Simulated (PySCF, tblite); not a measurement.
# CH₅B₂Cl: dynamics, then NMR shifts and electronic excitations on frames

Aim: move CH₅B₂Cl (`BCBCl`) away from its starting geometry and see how NMR shifts and electronic excitations follow the geometry.

Programs: tblite 0.8.0 and PySCF 2.14.0, with density-fitted response routines of our own. Each step states its level of theory. These are calculated values for one molecule in the gas phase, unless marked as measured. Atoms count from 0, in the outputs and in this text.

## Step 1: The molecule as given

9 atoms, charge 0, multiplicity 1; geometry from: GFN2-xTB.

Bonds of the start (Å): B0–C1 1.57, C1–B2 1.58, B2–Cl3 1.69, B0–H4 1.17, B0–H5 1.17, C1–H6 1.09, C1–H7 1.09, B2–H8 1.17.

## Step 2: A short Langevin run with GFN2-xTB

What the job is given:

```
{"job": {"kind": "md", "xc": "GFN2-xTB", "basis": "xTB", "temperature": 400, "steps": 2000, "every": 50, "frames": 5}, "charge": 0, "multiplicity": 1}
B     -1.217348     0.515393    -0.057408
C     -0.134546    -0.610694    -0.234323
B      1.216207    -0.041058     0.350548
Cl     2.320651     0.752309    -0.659716
H     -1.441425     1.258245    -0.931110
H     -1.776262     0.629875     0.962804
H     -0.017672    -0.877736    -1.283382
H     -0.416730    -1.494677     0.336312
H      1.480686    -0.125663     1.491096
```

With the program's defaults for keys left out, this is: GFN2-xTB Langevin dynamics, gas phase.

Started as:

```console
$ OMP_NUM_THREADS=1 python probes_run.py task.json out
```

This one command runs all jobs of the session in turn.

Output:

```text
t/fs     T/K      E/eV
    0.0   372.1   -318.96332
   25.0   218.8   -318.62574
   50.0   320.4   -318.66919
   75.0   357.5   -318.62804
  100.0   318.7   -318.53001
  125.0   352.1   -318.39372
  150.0   493.3   -318.63245
  175.0   393.4   -318.56879
  200.0   268.6   -318.56011
  225.0   371.7   -318.56004
  250.0   460.8   -318.58041
  275.0   417.2   -318.51526
  300.0   450.5   -318.29855
  325.0   599.0   -318.59950
  350.0   544.7   -318.36028
  375.0   438.2   -318.37490
  400.0   617.1   -318.51690
  425.0   666.8   -318.63952
  450.0   483.6   -318.56456
  475.0   387.6   -318.47855
  500.0   328.8   -318.49684
  525.0   449.4   -318.60817
  550.0   428.7   -318.57225
  575.0   469.1   -318.63882
  600.0   381.8   -318.67496
  625.0   358.2   -318.76038
  650.0   223.7   -318.80296
  675.0   271.7   -318.69453
  700.0   309.9   -318.66830
  725.0   282.5   -318.62973
  750.0   425.0   -318.72925
  775.0   399.8   -318.58029
  800.0   443.8   -318.80497
  825.0   282.6   -318.72528
  850.0   279.7   -318.83118
  875.0   313.3   -318.75158
  900.0   270.2   -318.67973
  925.0   380.5   -318.67743
  950.0   399.4   -318.52427
  975.0   449.8   -318.57987
 1000.0   484.5   -318.81295
```

Wall time 10 s (1 thread of Arm Neoverse N1, shared host); peak memory 0.18 GiB.

Distance from the start (root mean square after alignment): 0 fs 0.00 Å, 200 fs 0.24 Å, 400 fs 0.40 Å, 600 fs 0.51 Å, 800 fs 0.17 Å, 1000 fs 0.18 Å.

Positions (Å) and forces (eV/Å) at 1000 fs:

```xyz
9

B    -1.816    0.960    1.025   -0.131    0.766    0.192
C    -1.782    1.445   -0.491   -0.070   -0.350    0.216
B    -0.391    0.821   -0.868    0.169   -0.988    0.046
Cl    1.111    1.463   -0.448    0.075    0.504    0.016
H    -1.302    1.613    1.855    0.102    0.066   -0.196
H    -2.377    0.036    1.439   -0.152   -0.381   -0.320
H    -1.764    2.525   -0.577   -0.065    0.130    0.120
H    -2.611    1.040   -1.087    0.358    0.095    0.174
H    -0.294   -0.306   -1.224   -0.286    0.158   -0.249
```

## Step 3: NMR shieldings: 250 fs, PBE0/pcSseg-1

What the job is given:

```
{"job": {"kind": "nmr", "xc": "PBE0", "basis": "pcSseg-1", "pop": false}, "charge": 0, "multiplicity": 1}
B     -0.857900     0.072000     0.938400
C     -0.211200    -0.838400    -0.268500
B      1.428600    -0.642600    -0.056200
Cl     2.205600     0.562200    -0.977300
H     -1.508900     1.027200     0.563700
H     -0.915800    -0.316900     2.045600
H     -0.504700    -0.569500    -1.243900
H     -0.530800    -1.794000     0.154300
H      1.975600    -1.270200     0.727000
```

With the program's defaults for keys left out, this is: GIAO PBE0/pcSseg-1 NMR shielding, non-relativistic, gas phase.

Output:

```text
coarse grid: 7984 points
cycle   1  E = -550.6544902028  dE =  1.140e-01  |g| = 3.004e-01  |ddm| = 2.452e+00
cycle   2  E = -550.6513553065  dE =  3.135e-03  |g| = 3.280e-01  |ddm| = 5.281e-01
cycle   3  E = -550.6793968496  dE = -2.804e-02  |g| = 2.668e-02  |ddm| = 2.807e-01
cycle   4  E = -550.6795824263  dE = -1.856e-04  |g| = 1.151e-02  |ddm| = 4.067e-02
cycle   5  E = -550.6796128481  dE = -3.042e-05  |g| = 1.786e-03  |ddm| = 1.400e-02
cycle   6  E = -550.6796134091  dE = -5.609e-07  |g| = 8.440e-04  |ddm| = 2.867e-03
final grid: 72232 points
cycle   7  E = -550.7000086072  dE = -2.921e-05  |g| = 4.880e-03  |ddm| = 1.637e-02
cycle   8  E = -550.7000082047  dE =  4.025e-07  |g| = 4.831e-03  |ddm| = 8.554e-03
cycle   9  E = -550.7000141075  dE = -5.903e-06  |g| = 7.147e-04  |ddm| = 4.218e-03
cycle  10  E = -550.7000142250  dE = -1.176e-07  |g| = 1.017e-04  |ddm| = 7.267e-04
cycle  11  E = -550.7000142277  dE = -2.652e-09  |g| = 2.529e-05  |ddm| = 1.300e-04
cycle  12  E = -550.7000142279  dE = -1.602e-10  |g| = 1.045e-05  |ddm| = 3.437e-05
converged SCF energy = -550.7000142279

GIAO shielding tensors (ppm)
atom      isotropic    diamagn.    paramagn.     s11        s22        s33       span
  0 B        7.949     193.556    -185.607    -76.852    -29.896    130.596    207.447
  1 C      111.802     254.965    -143.164      3.472    134.102    197.831    194.359
  2 B       27.560     191.404    -163.844    -38.025     12.803    107.901    145.926
  3 Cl     620.857    1148.473    -527.616    295.154    527.260   1040.155    745.002
  4 H       23.087      29.129      -6.041     15.097     26.242     27.922     12.825
  5 H       22.943      29.778      -6.835     13.926     27.002     27.902     13.976
  6 H       27.757      32.854      -5.097     24.270     27.157     31.844      7.575
  7 H       27.149      30.119      -2.970     25.471     26.655     29.320      3.849
  8 H       24.482      29.021      -4.539     21.892     24.759     26.794      4.902
```

Wall time 8.2 s (1 thread of Arm Neoverse N1, shared host); peak memory 0.45 GiB.

Shifts follow as δ = σ(reference) − σ, with reference shieldings (ppm) from runs at the same level and on the same kind of geometry: 1H TMS 31.72, 13C TMS 186.9, 11B BF3·OEt2 100.1, 35Cl HCl 950. The references are single molecules in the gas phase. Each atom is listed at this fixed geometry, with no averaging over motion; a spectrum would average atoms that exchange fast.

```
atoms                           environment  σ (ppm)  δ (ppm)
   C1                 sp3 CH2 bonded to 2 B    111.8     75.1
   H5       hydrogen on a boron bonded to C    22.94     8.77
   H4       hydrogen on a boron bonded to C    23.09     8.63
   H8   hydrogen on a boron bonded to C, Cl    24.48     7.24
   H7  hydrogen on an sp3 CH2 bonded to 2 B    27.15     4.57
   H6  hydrogen on an sp3 CH2 bonded to 2 B    27.76     3.96
   B0                boron bonded to C, 2 H      7.9     92.1
   B2              boron bonded to C, Cl, H     27.6     72.5
  Cl3                  chlorine bonded to B      621      329
```

## Step 4: Excited states and response: 250 fs, PBE0/def2-SVPD

Same as in step 3 but for these lines:

```diff
@@ -1,2 +1,2 @@
-{"job": {"kind": "nmr", "xc": "PBE0", "basis": "pcSseg-1", "pop": false}, "charge": 0, "multiplicity": 1}
+{"job": {"kind": "uv", "xc": "PBE0", "basis": "def2-SVPD", "nstates": 5, "ntriplets": 0}, "charge": 0, "multiplicity": 1}
 B     -0.857900     0.072000     0.938400
```

Level: TDDFT PBE0/def2-SVPD, vertical, gas phase, core orbitals frozen in the response.

Output:

```text
coarse grid: 7984 points
cycle   1  E = -550.4481800868  dE =  8.374e-02  |g| = 2.907e-01  |ddm| = 3.417e+00
cycle   2  E = -550.4453566906  dE =  2.823e-03  |g| = 3.137e-01  |ddm| = 7.135e-01
cycle   3  E = -550.4718515757  dE = -2.649e-02  |g| = 2.792e-02  |ddm| = 3.551e-01
cycle   4  E = -550.4720644910  dE = -2.129e-04  |g| = 1.049e-02  |ddm| = 5.658e-02
cycle   5  E = -550.4720953246  dE = -3.083e-05  |g| = 1.685e-03  |ddm| = 1.753e-02
cycle   6  E = -550.4720960811  dE = -7.565e-07  |g| = 7.163e-04  |ddm| = 3.501e-03
final grid: 72232 points
cycle   7  E = -550.5323170910  dE = -2.340e-05  |g| = 4.437e-03  |ddm| = 3.792e-02
cycle   8  E = -550.5323162794  dE =  8.116e-07  |g| = 4.880e-03  |ddm| = 1.148e-02
cycle   9  E = -550.5323227109  dE = -6.431e-06  |g| = 4.935e-04  |ddm| = 5.423e-03
cycle  10  E = -550.5323227805  dE = -6.964e-08  |g| = 7.418e-05  |ddm| = 8.369e-04
cycle  11  E = -550.5323227820  dE = -1.474e-09  |g| = 2.707e-05  |ddm| = 1.425e-04
cycle  12  E = -550.5323227822  dE = -2.116e-10  |g| = 1.022e-05  |ddm| = 5.101e-05
converged SCF energy = -550.5323227822

Static polarisability (au): isotropic 55.857, principal 47.098 52.404 68.067

Singlet excitations
state   eV       nm        f      main configurations
  1   4.6299    267.8   0.02374   H->L 0.95
  2   5.3557    231.5   0.00237   H-1->L 0.84, H->L+1 0.13
  3   5.9323    209.0   0.00267   H-2->L 0.88
  4   6.1552    201.4   0.00805   H->L+1 0.83, H-1->L 0.14
  5   7.1071    174.5   0.04747   H-1->L+1 0.65, H-5->L 0.13, H-3->L 0.12
```

Run time: 10 s. Hardware: 1 thread of Arm Neoverse N1, shared host; peak memory 0.56 GiB.

Frontier orbitals and where they lie:

```
orbital      eV                       atoms
 HOMO−3  -10.44   Cl3 62 %, B2 15 %, B0 8 %
 HOMO−2   -9.75   B0 33 %, H5 21 %, C1 15 %
 HOMO−1   -9.10  Cl3 35 %, C1 20 %, B0 19 %
   HOMO   -8.25  Cl3 28 %, C1 26 %, B2 16 %
   LUMO   -2.13   B0 34 %, B2 22 %, C1 15 %
 LUMO+1   -0.62  B2 37 %, B0 26 %, Cl3 13 %
 LUMO+2    0.60  B2 35 %, B0 28 %, Cl3 15 %
```

With each of the 5 states as a Gaussian band of 0.4 eV half-width at 1/e, the curve within the window shown has maxima at 267 nm (ε 960), 202 nm (ε 420), 174 nm (ε 1,900) L/(mol cm). Beyond the last state computed it falls off for lack of states. The curve at chosen wavelengths:

nm, ε (L/mol/cm) and a bar:
```
      167       1095 #################
      173       1900 ##############################
      178       1655 ##########################
      184        814 ############
      189        405 #####
      195        348 ####
      201        413 #####
      206        396 #####
      212        298 ###
      217        215 ##
      223        157 #
      229        146 #
      234        168 #
      240        247 ##
      245        370 ####
      251        575 ########
      257        788 ###########
      262        916 ##############
      268        964 ##############
      273        910 #############
      279        764 ###########
      285        578 ########
      290        427 #####
      296        276 ###
      301        182 #
      307        104
```

Ground-state properties from the same run:

```
           property  computed
  dipole moment (D)      0.83
polarisability (Å³)      8.28
 HOMO–LUMO gap (eV)      6.12
      −ε(HOMO) (eV)      8.25
```

## Step 5: Shielding tensors: 425 fs, PBE0/pcSseg-1

What the job is given:

```
{"job": {"kind": "nmr", "xc": "PBE0", "basis": "pcSseg-1", "pop": false}, "charge": 0, "multiplicity": 1}
B     -0.707200    -0.772700     0.847700
C     -0.345100    -0.819200    -0.673700
B      1.194600    -0.631100    -0.858600
Cl     1.999300     0.902700    -1.005400
H     -1.347700     0.043500     1.380800
H     -0.281900    -1.533100     1.563900
H     -0.988900    -0.154200    -1.270700
H     -0.343200    -1.828500    -0.971700
H      1.888100    -1.526800    -1.156200
```

Method: GIAO PBE0/pcSseg-1 NMR shielding, non-relativistic, gas phase.

Output:

```text
coarse grid: 7984 points
cycle   1  E = -550.6582601705  dE =  2.292e-01  |g| = 3.185e-01  |ddm| = 2.481e+00
cycle   2  E = -550.6601522164  dE = -1.892e-03  |g| = 3.200e-01  |ddm| = 5.448e-01
cycle   3  E = -550.6859202908  dE = -2.577e-02  |g| = 2.524e-02  |ddm| = 2.721e-01
cycle   4  E = -550.6860877086  dE = -1.674e-04  |g| = 9.173e-03  |ddm| = 3.669e-02
cycle   5  E = -550.6861089132  dE = -2.120e-05  |g| = 1.552e-03  |ddm| = 1.139e-02
cycle   6  E = -550.6861094014  dE = -4.882e-07  |g| = 2.992e-04  |ddm| = 1.975e-03
final grid: 72232 points
cycle   7  E = -550.7054463603  dE = -2.722e-05  |g| = 5.731e-03  |ddm| = 1.786e-02
cycle   8  E = -550.7054451435  dE =  1.217e-06  |g| = 5.981e-03  |ddm| = 9.810e-03
cycle   9  E = -550.7054544200  dE = -9.276e-06  |g| = 7.247e-04  |ddm| = 5.090e-03
cycle  10  E = -550.7054545291  dE = -1.091e-07  |g| = 1.335e-04  |ddm| = 8.424e-04
cycle  11  E = -550.7054545336  dE = -4.460e-09  |g| = 3.721e-05  |ddm| = 1.749e-04
cycle  12  E = -550.7054545340  dE = -3.909e-10  |g| = 9.628e-06  |ddm| = 4.047e-05
converged SCF energy = -550.7054545340

GIAO shielding tensors (ppm)
atom      isotropic    diamagn.    paramagn.     s11        s22        s33       span
  0 B       17.238     191.783    -174.545    -52.450    -39.749    143.912    196.363
  1 C      138.008     254.704    -116.696     57.395    156.391    200.238    142.843
  2 B       27.863     188.749    -160.885    -30.399      8.441    105.548    135.947
  3 Cl     587.149    1148.425    -561.276    223.097    534.292   1004.058    780.961
  4 H       23.816      29.709      -5.893     16.912     26.244     28.293     11.380
  5 H       24.278      30.616      -6.338     16.084     27.625     29.124     13.041
  6 H       27.913      30.440      -2.527     25.995     26.229     31.517      5.521
  7 H       28.037      30.528      -2.491     25.475     27.643     30.992      5.517
  8 H       24.473      28.338      -3.865     22.176     23.534     27.709      5.533
```

It took 7.4 s on 1 thread of Arm Neoverse N1, shared host; peak memory 0.47 GiB.

This run: δ C1 48.9, B0 82.8, B2 72.2, Cl3 363, H4 7.90, H5 7.44 ppm.

## Step 6: Ultraviolet spectrum: 425 fs, PBE0/def2-SVPD

Same as in step 5 but for these lines:

```diff
@@ -1,2 +1,2 @@
-{"job": {"kind": "nmr", "xc": "PBE0", "basis": "pcSseg-1", "pop": false}, "charge": 0, "multiplicity": 1}
+{"job": {"kind": "uv", "xc": "PBE0", "basis": "def2-SVPD", "nstates": 5, "ntriplets": 0}, "charge": 0, "multiplicity": 1}
 B     -0.707200    -0.772700     0.847700
```

With the program's defaults for keys left out, this is: TDDFT PBE0/def2-SVPD, vertical, gas phase, core orbitals frozen in the response.

Output:

```text
coarse grid: 7984 points
cycle   1  E = -550.4512905631  dE =  1.989e-01  |g| = 3.065e-01  |ddm| = 3.525e+00
cycle   2  E = -550.4535298158  dE = -2.239e-03  |g| = 3.017e-01  |ddm| = 7.888e-01
cycle   3  E = -550.4772293809  dE = -2.370e-02  |g| = 2.639e-02  |ddm| = 3.562e-01
cycle   4  E = -550.4774226619  dE = -1.933e-04  |g| = 9.151e-03  |ddm| = 5.427e-02
cycle   5  E = -550.4774470103  dE = -2.435e-05  |g| = 1.430e-03  |ddm| = 1.592e-02
cycle   6  E = -550.4774476068  dE = -5.965e-07  |g| = 3.558e-04  |ddm| = 2.922e-03
final grid: 72232 points
cycle   7  E = -550.5367417160  dE = -2.148e-05  |g| = 5.139e-03  |ddm| = 4.230e-02
cycle   8  E = -550.5367406609  dE =  1.055e-06  |g| = 5.626e-03  |ddm| = 1.332e-02
cycle   9  E = -550.5367491795  dE = -8.519e-06  |g| = 4.968e-04  |ddm| = 6.330e-03
cycle  10  E = -550.5367492474  dE = -6.794e-08  |g| = 1.034e-04  |ddm| = 8.732e-04
cycle  11  E = -550.5367492502  dE = -2.770e-09  |g| = 3.504e-05  |ddm| = 1.888e-04
cycle  12  E = -550.5367492506  dE = -3.681e-10  |g| = 9.540e-06  |ddm| = 6.025e-05
converged SCF energy = -550.5367492506

Static polarisability (au): isotropic 53.996, principal 45.993 51.285 64.711

Singlet excitations
state   eV       nm        f      main configurations
  1   5.0279    246.6   0.00620   H->L 0.93
  2   5.6569    219.2   0.00036   H-1->L 0.89
  3   6.2114    199.6   0.03503   H->L+1 0.40, H-2->L 0.40
  4   6.4265    192.9   0.00473   H->L+1 0.49, H-2->L 0.40
  5   6.8174    181.9   0.00839   H-3->L 0.40, H-1->L+1 0.30, H-4->L 0.19
```

Run time: 10 s. Hardware: 1 thread of Arm Neoverse N1, shared host; peak memory 0.56 GiB.

This run: HOMO -8.54 eV, LUMO -2.00 eV; lowest singlet 5.03 eV.

## Step 7: Nuclear shieldings: 625 fs, PBE0/pcSseg-1

What the job is given:

```
{"job": {"kind": "nmr", "xc": "PBE0", "basis": "pcSseg-1", "pop": false}, "charge": 0, "multiplicity": 1}
B     -1.142200    -0.828500     0.894900
C     -0.727100     0.307000    -0.024000
B      0.501100    -0.107200    -0.938100
Cl     1.761500     1.020700    -1.170100
H     -0.953400    -0.856900     2.037200
H     -1.683300    -1.824400     0.422700
H     -0.371500     1.190500     0.531700
H     -1.517300     0.636500    -0.713400
H      0.644000    -1.155300    -1.553100
```

With the program's defaults for keys left out, this is: GIAO PBE0/pcSseg-1 NMR shielding, non-relativistic, gas phase.

Output:

```text
coarse grid: 7984 points
cycle   1  E = -550.6634292833  dE =  2.073e-01  |g| = 3.223e-01  |ddm| = 2.457e+00
cycle   2  E = -550.6646622745  dE = -1.233e-03  |g| = 3.263e-01  |ddm| = 5.414e-01
cycle   3  E = -550.6918242667  dE = -2.716e-02  |g| = 2.320e-02  |ddm| = 2.747e-01
cycle   4  E = -550.6919626797  dE = -1.384e-04  |g| = 9.803e-03  |ddm| = 3.604e-02
cycle   5  E = -550.6919857654  dE = -2.309e-05  |g| = 1.700e-03  |ddm| = 1.188e-02
cycle   6  E = -550.6919862100  dE = -4.445e-07  |g| = 7.376e-04  |ddm| = 2.563e-03
final grid: 72232 points
cycle   7  E = -550.7111675299  dE = -2.179e-05  |g| = 5.173e-03  |ddm| = 1.486e-02
cycle   8  E = -550.7111668455  dE =  6.844e-07  |g| = 5.172e-03  |ddm| = 8.605e-03
cycle   9  E = -550.7111735027  dE = -6.657e-06  |g| = 6.113e-04  |ddm| = 4.340e-03
cycle  10  E = -550.7111735775  dE = -7.485e-08  |g| = 1.156e-04  |ddm| = 6.379e-04
cycle  11  E = -550.7111735807  dE = -3.200e-09  |g| = 3.201e-05  |ddm| = 1.536e-04
cycle  12  E = -550.7111735810  dE = -2.908e-10  |g| = 7.933e-06  |ddm| = 3.500e-05
converged SCF energy = -550.7111735810

GIAO shielding tensors (ppm)
atom      isotropic    diamagn.    paramagn.     s11        s22        s33       span
  0 B       13.984     190.823    -176.839    -58.059    -31.149    131.161    189.220
  1 C      135.251     256.851    -121.600     83.083    141.116    181.554     98.471
  2 B       27.129     190.276    -163.147    -36.629      8.452    109.563    146.191
  3 Cl     591.301    1148.428    -557.127    256.218    535.412    982.273    726.055
  4 H       23.853      29.349      -5.496     16.655     27.099     27.805     11.150
  5 H       23.409      28.157      -4.748     17.536     25.711     26.981      9.445
  6 H       27.957      32.069      -4.111     25.666     28.216     29.989      4.323
  7 H       29.103      29.512      -0.409     25.455     28.223     33.631      8.177
  8 H       24.218      27.583      -3.365     22.793     23.407     26.454      3.661
```

Wall time 7.6 s (1 thread of Arm Neoverse N1, shared host); peak memory 0.47 GiB.

Key values: δ C1 51.7, B0 86.1, B2 72.9, Cl3 358, H5 8.31, H4 7.86 ppm.

## Step 8: Excited states and response: 625 fs, PBE0/def2-SVPD

Same as in step 7 but for these lines:

```diff
@@ -1,2 +1,2 @@
-{"job": {"kind": "nmr", "xc": "PBE0", "basis": "pcSseg-1", "pop": false}, "charge": 0, "multiplicity": 1}
+{"job": {"kind": "uv", "xc": "PBE0", "basis": "def2-SVPD", "nstates": 5, "ntriplets": 0}, "charge": 0, "multiplicity": 1}
 B     -1.142200    -0.828500     0.894900
```

Level: TDDFT PBE0/def2-SVPD, vertical, gas phase, core orbitals frozen in the response.

Output:

```text
coarse grid: 7984 points
cycle   1  E = -550.4573999087  dE =  1.771e-01  |g| = 3.110e-01  |ddm| = 3.358e+00
cycle   2  E = -550.4589775543  dE = -1.578e-03  |g| = 3.093e-01  |ddm| = 7.706e-01
cycle   3  E = -550.4841897172  dE = -2.521e-02  |g| = 2.473e-02  |ddm| = 3.452e-01
cycle   4  E = -550.4843539879  dE = -1.643e-04  |g| = 9.606e-03  |ddm| = 5.187e-02
cycle   5  E = -550.4843797882  dE = -2.580e-05  |g| = 1.668e-03  |ddm| = 1.613e-02
cycle   6  E = -550.4843804535  dE = -6.652e-07  |g| = 7.462e-04  |ddm| = 3.349e-03
final grid: 72232 points
cycle   7  E = -550.5433122885  dE = -1.691e-05  |g| = 4.579e-03  |ddm| = 4.007e-02
cycle   8  E = -550.5433116728  dE =  6.157e-07  |g| = 4.934e-03  |ddm| = 1.089e-02
cycle   9  E = -550.5433181055  dE = -6.433e-06  |g| = 3.838e-04  |ddm| = 5.171e-03
cycle  10  E = -550.5433181451  dE = -3.952e-08  |g| = 7.829e-05  |ddm| = 6.410e-04
cycle  11  E = -550.5433181465  dE = -1.468e-09  |g| = 3.129e-05  |ddm| = 1.500e-04
cycle  12  E = -550.5433181468  dE = -3.027e-10  |g| = 7.140e-06  |ddm| = 5.049e-05
converged SCF energy = -550.5433181468

Static polarisability (au): isotropic 54.973, principal 44.960 50.626 69.333

Singlet excitations
state   eV       nm        f      main configurations
  1   5.1157    242.4   0.00719   H->L 0.91, H->L+1 0.08
  2   5.3627    231.2   0.00122   H-1->L 0.91
  3   6.2300    199.0   0.02980   H-2->L 0.56, H->L+1 0.24
  4   6.4401    192.5   0.00543   H->L+1 0.59, H-2->L 0.17, H-1->L+1 0.14
  5   6.5584    189.0   0.00320   H-1->L+1 0.68, H-2->L 0.15
```

Wall time 10 s (1 thread of Arm Neoverse N1, shared host); peak memory 0.56 GiB.

This run: HOMO -8.60 eV, LUMO -1.92 eV; lowest singlet 5.12 eV.

(Part 1 of 2 ends here.)
